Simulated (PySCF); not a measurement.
# AlCNCl2 (SMILES N#[C][Al]([Cl])[Cl]) at 6 levels

Wanted: a comparison of 6 runs (HF/3-21G, r2SCAN/6-31G, PBE0/def2-SVP, B3LYP/6-31G*, M06-2X/def2-SVPD, wB97X/pcseg-2) of AlCNCl2. Input form: a Python script.

The calculation is run with PySCF 2.14.0.

## (1) The system as given

AlCNCl2: 5 atoms, total charge 0, spin state singlet. SMILES: `N#[C][Al]([Cl])[Cl]`. The coordinates come from a PBE0-D4/def2-TZVP relaxation.

Bond lengths: N1–C2 1.153 Å, C2–Al3 1.912 Å, Al3–Cl4 2.062 Å, Al3–Cl5 2.062 Å. Angles: N1–C2–Al3 179.9°, C2–Al3–Cl4 118.7°, C2–Al3–Cl5 118.7°, Cl4–Al3–Cl5 122.6°.

## (2) Energy and gradient at HF/3-21G (run 1)

job.py reads:

```python
import pyscf.grad
from pyscf import gto

molecule = gto.Mole()
molecule.atom = [
    ('N', (1.443500, -1.461500, 1.381200)),
    ('C', (0.772200, -0.785700, 0.731700)),
    ('Al', (-0.338400, 0.336700, -0.345900)),
    ('Cl', (-2.023600, -0.475700, -1.213200)),
    ('Cl', (0.196200, 2.312600, -0.595400)),
]
molecule.max_memory = 1860
molecule.spin = 0
molecule.verbose = 4
molecule.basis = '3-21g'
molecule.build()

mf = molecule.RHF()
mf.conv_tol = 1e-10
mf.kernel()
if not mf.converged:
    mf = mf.newton().run(mf.mo_coeff, mf.mo_occ)

e_final = mf.e_tot
print(f'total energy: {e_final:.8f} hartree')
grad = mf.Gradients().kernel()
mf.analyze()
```

Started as:

```bash
OMP_NUM_THREADS=1 python job.py
```

The log of the run:

```text
PySCF version 2.14.0

[INPUT] num. atoms = 5
[INPUT] num. electrons = 60
[INPUT] charge = 0
[INPUT] spin (= nelec alpha-beta = 2S) = 0
[INPUT] symmetry False subgroup None
[INPUT] Mole.unit = angstrom
[INPUT] Symbol           X                Y                Z      unit          X                Y                Z       unit  Magmom
[INPUT]  1 N      1.443500000000  -1.461500000000   1.381200000000 AA    2.727819660810  -2.761834731052   2.610089723249 Bohr   0.0
[INPUT]  2 C      0.772200000000  -0.785700000000   0.731700000000 AA    1.459246513389  -1.484757816071   1.382712605344 Bohr   0.0
[INPUT]  3 Al    -0.338400000000   0.336700000000  -0.345900000000 AA   -0.639483320553   0.636270786141  -0.653656266487 Bohr   0.0
[INPUT]  4 Cl    -2.023600000000  -0.475700000000  -1.213200000000 AA   -3.824049785670  -0.898942717456  -2.292615734322 Bohr   0.0
[INPUT]  5 Cl     0.196200000000   2.312600000000  -0.595400000000 AA    0.370764265640   4.370180635669  -1.125142934566 Bohr   0.0

[... 64 lines left out ...]
One-electron Energy =                -2266.087549142284388
[... 7 lines left out ...]
MO #3   energy= -58.2204311353631  occ= 2
[... 5 lines left out ...]
MO #9   energy= -7.99307233243359  occ= 2
[... 5 lines left out ...]
MO #15  energy= -3.32830624233314  occ= 2
[... 5 lines left out ...]
MO #21  energy= -0.731602848108939 occ= 2
[... 5 lines left out ...]
MO #27  energy= -0.506564434644445 occ= 2
[... 5 lines left out ...]
MO #33  energy= 0.101245692703014  occ= 0
[... 5 lines left out ...]
MO #39  energy= 0.363359495125698  occ= 0
[... 5 lines left out ...]
MO #45  energy= 0.831522545671817  occ= 0
[... 5 lines left out ...]
MO #51  energy= 1.12237370523543   occ= 0
[... 5 lines left out ...]
MO #57  energy= 3.00981817633346   occ= 0
[... 26 lines left out ...]
pop of  2 Al 2pz          1.99981
pop of  2 Al 3px          0.45407
pop of  2 Al 3py          0.50579
pop of  2 Al 3pz          0.36907
pop of  2 Al 4px          0.01750
pop of  2 Al 4py          0.02362
pop of  2 Al 4pz          0.00760
pop of  3 Cl 1s           1.99999
pop of  3 Cl 2s           1.99965
pop of  3 Cl 3s           1.82288
pop of  3 Cl 4s           0.00261
pop of  3 Cl 2px          1.99991
pop of  3 Cl 2py          1.99992
pop of  3 Cl 2pz          1.99993
pop of  3 Cl 3px          1.73582
pop of  3 Cl 3py          1.87486
pop of  3 Cl 3pz          1.85601
pop of  3 Cl 4px          0.00065
pop of  3 Cl 4py          0.00110
pop of  3 Cl 4pz          0.00082
pop of  4 Cl 1s           1.99999
pop of  4 Cl 2s           1.99965
pop of  4 Cl 3s           1.82289
pop of  4 Cl 4s           0.00260
pop of  4 Cl 2px          1.99992
pop of  4 Cl 2py          1.99990
pop of  4 Cl 2pz          1.99993
pop of  4 Cl 3px          1.89291
pop of  4 Cl 3py          1.67531
pop of  4 Cl 3pz          1.89845
pop of  4 Cl 4px          0.00107
pop of  4 Cl 4py          0.00057
pop of  4 Cl 4pz          0.00094
 ** Mulliken atomic charges  **
charge of    0N =     -0.08001
charge of    1C =     -0.24143
charge of    2Al =      0.90972
charge of    3Cl =     -0.29413
charge of    4Cl =     -0.29414
Dipole moment(X, Y, Z, Debye): -0.54121,  0.54323, -0.52264
```

Wall time 1.9 s (1 thread of Intel Xeon at 2.70GHz, shared host); peak memory 0.13 GiB.

## (3) Energy and forces at r2SCAN/6-31G (run 2)

input.py reads:

```python
from pyscf import gto, dft

mol = gto.M(
    atom='''
N      2.727820    -2.761835     2.610090
C      1.459247    -1.484758     1.382713
Al    -0.639483     0.636271    -0.653656
Cl    -3.824050    -0.898943    -2.292616
Cl     0.370764     4.370181    -1.125143
''',
    basis='6-31g',
    charge=0,
    verbose=3,
    max_memory=1860,
    unit='bohr',
)

mf = dft.RKS(mol, xc='r2scan')
mf.conv_tol = 1e-10
mf.grids.level = 5
mf.kernel()
if not mf.converged:
    mf = mf.newton().run(mf.mo_coeff, mf.mo_occ)

etot = mf.e_tot
print('E(%s) = %.9f' % ('R2SCAN', etot))
grad = mf.nuc_grad_method().kernel()
mf.analyze()
```

Started as:

```bash
OMP_NUM_THREADS=1 python input.py
```

The log of the run:

```text
converged SCF energy = -1255.53510048815
E(R2SCAN) = -1255.535100488
--------------- RKS gradients ---------------
         x                y                z
0 N    -0.0383614139     0.0386666996    -0.0371491977
1 C     0.0379663745    -0.0382942287     0.0367869340
2 Al    -0.0190945890     0.0193196777    -0.0185498540
3 Cl     0.0278564628     0.0130281978     0.0144526531
4 Cl    -0.0084795831    -0.0326121701     0.0043604575
----------------------------------------------
**** MO energy ****
MO #1   energy= -101.219221861173  occ= 2
MO #2   energy= -101.219215332665  occ= 2
MO #3   energy= -55.9049221846404  occ= 2
MO #4   energy= -14.2247881958608  occ= 2
MO #5   energy= -10.0995193741767  occ= 2
MO #6   energy= -9.39997507690082  occ= 2
MO #7   energy= -9.39996230401325  occ= 2
MO #8   energy= -7.142653122036    occ= 2
MO #9   energy= -7.14264328162039  occ= 2
MO #10  energy= -7.13661234868528  occ= 2
MO #11  energy= -7.13659701921255  occ= 2
MO #12  energy= -7.13529162577158  occ= 2
MO #13  energy= -7.13528796189212  occ= 2
MO #14  energy= -4.21194457487949  occ= 2
MO #15  energy= -2.75086369058884  occ= 2
MO #16  energy= -2.74966589303826  occ= 2
MO #17  energy= -2.74642216953108  occ= 2
MO #18  energy= -0.923906529275817 occ= 2
MO #19  energy= -0.837737868854397 occ= 2
MO #20  energy= -0.823823285039295 occ= 2
MO #21  energy= -0.52248577436109  occ= 2
MO #22  energy= -0.43058155976902  occ= 2
MO #23  energy= -0.400443905835008 occ= 2
MO #24  energy= -0.3692351738425   occ= 2
MO #25  energy= -0.355715050211505 occ= 2
MO #26  energy= -0.354973115717201 occ= 2
MO #27  energy= -0.351429445344234 occ= 2
MO #28  energy= -0.340640611073487 occ= 2
MO #29  energy= -0.333286289727275 occ= 2
MO #30  energy= -0.331345893180897 occ= 2
MO #31  energy= -0.122551534139851 occ= 0
MO #32  energy= -0.0753518258040822 occ= 0
MO #33  energy= -0.0565639485794618 occ= 0
MO #34  energy= 0.0184958643171145 occ= 0
MO #35  energy= 0.0733883002927449 occ= 0
MO #36  energy= 0.0908961353904511 occ= 0
MO #37  energy= 0.091753357016448  occ= 0
MO #38  energy= 0.140504279876226  occ= 0
MO #39  energy= 0.169082956451476  occ= 0
MO #40  energy= 0.202589441569677  occ= 0
MO #41  energy= 0.411772201886779  occ= 0
MO #42  energy= 0.415084885661464  occ= 0
MO #43  energy= 0.432345210512239  occ= 0
MO #44  energy= 0.461080359917046  occ= 0
MO #45  energy= 0.478961210845778  occ= 0
MO #46  energy= 0.52214330910284   occ= 0
MO #47  energy= 0.548216910877506  occ= 0
MO #48  energy= 0.58218248071767   occ= 0
MO #49  energy= 0.604728116987656  occ= 0
MO #50  energy= 0.608471146193141  occ= 0
MO #51  energy= 0.707262700151802  occ= 0
MO #52  energy= 0.721313463997479  occ= 0
MO #53  energy= 0.796236811493777  occ= 0
MO #54  energy= 0.829566579020704  occ= 0
MO #55  energy= 0.842653816922516  occ= 0
MO #56  energy= 0.986737375566964  occ= 0
MO #57  energy= 1.65998872728185   occ= 0
 ** Mulliken atomic charges  **
charge of    0N =     -0.09708
charge of    1C =     -0.18699
charge of    2Al =      0.75153
charge of    3Cl =     -0.23373
charge of    4Cl =     -0.23373
Dipole moment(X, Y, Z, Debye): -0.80455,  0.80967, -0.77830
```

Wall time 21 s (1 thread of Intel Xeon at 2.70GHz, shared host); peak memory 0.58 GiB.

Run 3 isn't shown in full; the table further down has it.

## (4) Energy and gradient at B3LYP/6-31G(d) (Cartesian functions) (run 4)

job.py reads:

```python
import pyscf.grad
from pyscf import gto, dft

molecule = gto.M(
    atom=[
    ('N', (1.443500, -1.461500, 1.381200)),
    ('C', (0.772200, -0.785700, 0.731700)),
    ('Al', (-0.338400, 0.336700, -0.345900)),
    ('Cl', (-2.023600, -0.475700, -1.213200)),
    ('Cl', (0.196200, 2.312600, -0.595400)),
],
    max_memory=1860,
    basis='6-31g*',
    cart=True,
    charge=0,
    verbose=4,
)

mf = dft.RKS(molecule, xc='b3lyp')
mf.conv_tol = 1e-10
mf.grids.level = 5
mf.kernel()
if not mf.converged:
    mf = mf.newton().run(mf.mo_coeff, mf.mo_occ)

etot = mf.e_tot
print(f'total energy: {etot:.8f} hartree')
grad = mf.Gradients().kernel()
mf.analyze()
```

Started as:

```bash
OMP_NUM_THREADS=1 python job.py
```

The log of the run:

```text
PySCF version 2.14.0

[INPUT] num. atoms = 5
[INPUT] num. electrons = 60
[INPUT] charge = 0
[INPUT] spin (= nelec alpha-beta = 2S) = 0
[INPUT] symmetry False subgroup None
[INPUT] Mole.unit = angstrom
[INPUT] Cartesian GTO integrals (6d 10f)
[INPUT] Symbol           X                Y                Z      unit          X                Y                Z       unit  Magmom
[INPUT]  1 N      1.443500000000  -1.461500000000   1.381200000000 AA    2.727819660810  -2.761834731052   2.610089723249 Bohr   0.0
[INPUT]  2 C      0.772200000000  -0.785700000000   0.731700000000 AA    1.459246513389  -1.484757816071   1.382712605344 Bohr   0.0
[INPUT]  3 Al    -0.338400000000   0.336700000000  -0.345900000000 AA   -0.639483320553   0.636270786141  -0.653656266487 Bohr   0.0
[INPUT]  4 Cl    -2.023600000000  -0.475700000000  -1.213200000000 AA   -3.824049785670  -0.898942717456  -2.292615734322 Bohr   0.0
[INPUT]  5 Cl     0.196200000000   2.312600000000  -0.595400000000 AA    0.370764265640   4.370180635669  -1.125142934566 Bohr   0.0

[... 77 lines left out ...]
One-electron Energy =                -2274.806502912938868
[... 10 lines left out ...]
MO #6   energy= -9.48633099834177  occ= 2
[... 8 lines left out ...]
MO #15  energy= -2.79528616427751  occ= 2
[... 8 lines left out ...]
MO #24  energy= -0.381472829633463 occ= 2
[... 8 lines left out ...]
MO #33  energy= -0.0300129974804602 occ= 0
[... 8 lines left out ...]
MO #42  energy= 0.342564799146873  occ= 0
[... 8 lines left out ...]
MO #51  energy= 0.547528341521049  occ= 0
[... 8 lines left out ...]
MO #60  energy= 0.814575872426852  occ= 0
[... 8 lines left out ...]
MO #69  energy= 1.13584572361779   occ= 0
[... 8 lines left out ...]
MO #78  energy= 1.95088164144284   occ= 0
[... 8 lines left out ...]
MO #87  energy= 4.23696051610008   occ= 0
[... 56 lines left out ...]
pop of  3 Cl 2py          1.99995
pop of  3 Cl 2pz          1.99995
pop of  3 Cl 3px          1.72545
pop of  3 Cl 3py          1.86110
pop of  3 Cl 3pz          1.83468
pop of  3 Cl 4px          0.00228
pop of  3 Cl 4py          0.00148
pop of  3 Cl 4pz          0.00103
pop of  3 Cl 3dxx         0.00200
pop of  3 Cl 3dxy         0.00308
pop of  3 Cl 3dxz         0.00326
pop of  3 Cl 3dyy         0.00085
pop of  3 Cl 3dyz         0.00110
pop of  3 Cl 3dzz         0.00084
pop of  4 Cl 1s           1.99999
pop of  4 Cl 2s           1.99969
pop of  4 Cl 3s           1.82410
pop of  4 Cl 4s           0.00228
pop of  4 Cl 2px          1.99995
pop of  4 Cl 2py          1.99993
pop of  4 Cl 2pz          1.99995
pop of  4 Cl 3px          1.87506
pop of  4 Cl 3py          1.67105
pop of  4 Cl 3pz          1.87510
pop of  4 Cl 4px          0.00113
pop of  4 Cl 4py          0.00293
pop of  4 Cl 4pz          0.00073
pop of  4 Cl 3dxx         0.00103
pop of  4 Cl 3dxy         0.00276
pop of  4 Cl 3dxz         0.00019
pop of  4 Cl 3dyy         0.00389
pop of  4 Cl 3dyz         0.00189
pop of  4 Cl 3dzz         0.00117
 ** Mulliken atomic charges  **
charge of    0N =     -0.11775
charge of    1C =     -0.18993
charge of    2Al =      0.83357
charge of    3Cl =     -0.26304
charge of    4Cl =     -0.26285
Dipole moment(X, Y, Z, Debye): -1.13031,  1.13824, -1.09394
```

Run time: 32 s. Hardware: 1 thread of Intel Xeon at 2.70GHz, shared host; peak memory 0.85 GiB.

Run 5 isn't shown in full; the table further down has it.

## (5) Energy and gradient at wB97X/pcseg-2 (run 6)

run.py reads:

```python
from pyscf import gto, dft

molecule = gto.Mole()
molecule.atom = '''
N      1.443500    -1.461500     1.381200
C      0.772200    -0.785700     0.731700
Al    -0.338400     0.336700    -0.345900
Cl    -2.023600    -0.475700    -1.213200
Cl     0.196200     2.312600    -0.595400
'''
molecule.verbose = 3
molecule.spin = 0
molecule.max_memory = 1860
molecule.basis = 'pcseg-2'
molecule.build()

mf = dft.RKS(molecule, xc='wb97x')
mf.conv_tol = 1e-10
mf.grids.level = 5
mf.kernel()
if not mf.converged:
    mf = mf.newton().run(mf.mo_coeff, mf.mo_occ)

energy = mf.e_tot
print(f'total energy: {energy:.8f} hartree')
grad = mf.nuc_grad_method().kernel()
dip = mf.dip_moment()
pop, q = mf.mulliken_pop()
```

Started as:

```bash
OMP_NUM_THREADS=1 python run.py
```

The log of the run:

```text
converged SCF energy = -1255.88220293717
total energy: -1255.88220294 hartree
[... 8 lines left out ...]
Dipole moment(X, Y, Z, Debye): -1.25817,  1.26729, -1.21791
[... 129 lines left out ...]
pop of  4 Cl 1s           2.01284
pop of  4 Cl 2s           0.36325
pop of  4 Cl 3s           1.60058
pop of  4 Cl 4s           1.04986
pop of  4 Cl 5s           0.89718
pop of  4 Cl 2px          1.97003
pop of  4 Cl 2py          1.96803
pop of  4 Cl 2pz          1.96998
pop of  4 Cl 3px          0.37307
pop of  4 Cl 3py          0.33583
pop of  4 Cl 3pz          0.37215
pop of  4 Cl 4px          1.03644
pop of  4 Cl 4py          0.94400
pop of  4 Cl 4pz          1.03373
pop of  4 Cl 5px          0.49427
pop of  4 Cl 5py          0.34439
pop of  4 Cl 5pz          0.50753
pop of  4 Cl 3dxy         0.00032
pop of  4 Cl 3dyz         0.00023
pop of  4 Cl 3dz^2        0.00020
pop of  4 Cl 3dxz         0.00002
pop of  4 Cl 3dx2-y2      0.00052
pop of  4 Cl 4dxy         0.00502
pop of  4 Cl 4dyz         0.00419
pop of  4 Cl 4dz^2        0.00260
pop of  4 Cl 4dxz         0.00044
pop of  4 Cl 4dx2-y2      0.00702
pop of  4 Cl 4f-3         0.00036
pop of  4 Cl 4f-2         0.00008
pop of  4 Cl 4f-1         0.00021
pop of  4 Cl 4f+0         0.00013
pop of  4 Cl 4f+1         0.00003
pop of  4 Cl 4f+2         0.00019
pop of  4 Cl 4f+3         0.00036
 ** Mulliken atomic charges  **
charge of    0N =     -0.15433
charge of    1C =     -0.21692
charge of    2Al =      0.96147
charge of    3Cl =     -0.29511
charge of    4Cl =     -0.29512
```

Wall time 4.3 min (1 thread of Intel Xeon at 2.70GHz, shared host); peak memory 2.1 GiB.

## (6) Overview of the runs

```
run                               level  integration grid  Cartesian functions   energy (Eh)  dipole moment (D)  HOMO energy (eV)  LUMO energy (eV)  wall time
  1                            HF/3-21G                 –                   no  -1247.136018               0.93            -13.37              0.29      1.9 s
  2                        r2SCAN/6-31G                 5                   no  -1255.535100               1.38             -9.02             -3.33       21 s
  3                       PBE0/def2-SVP                 5                   no  -1254.862734               2.12             -9.77             -2.19       19 s
  4  B3LYP/6-31G* (Cartesian functions)                 5                  yes  -1255.820966               1.94             -9.49             -2.48       32 s
  5                    M06-2X/def2-SVPD                 5                   no  -1255.341259               2.25            -11.33             -1.77       55 s
  6                       wB97X/pcseg-2                 5                   no  -1255.882203               2.16            -12.40             -0.43    4.3 min
```

## (7) Outcome

| quantity | value |
| --- | --- |
| run 6: total energy | -1255.88220 Eh |
| run 6: dipole moment | 2.16 D |
| run 6: HOMO energy | -12.40 eV |
| run 6: LUMO energy | -0.43 eV |
| run 6: HOMO–LUMO gap | 11.97 eV |
| run 6: largest force on an atom | 0.428 eV/Å |

What this shows: The dipole moment (its size) runs from 0.93 D (HF/3-21G) to 2.25 D (M06-2X/def2-SVPD). The two ends differ in method and basis. The HOMO–LUMO gap runs from 5.68 eV (r2SCAN/6-31G) to 13.65 eV (HF/3-21G). Totals of different functionals can't be ranked against each other. All runs together took 6.5 min, the longest 4.3 min.
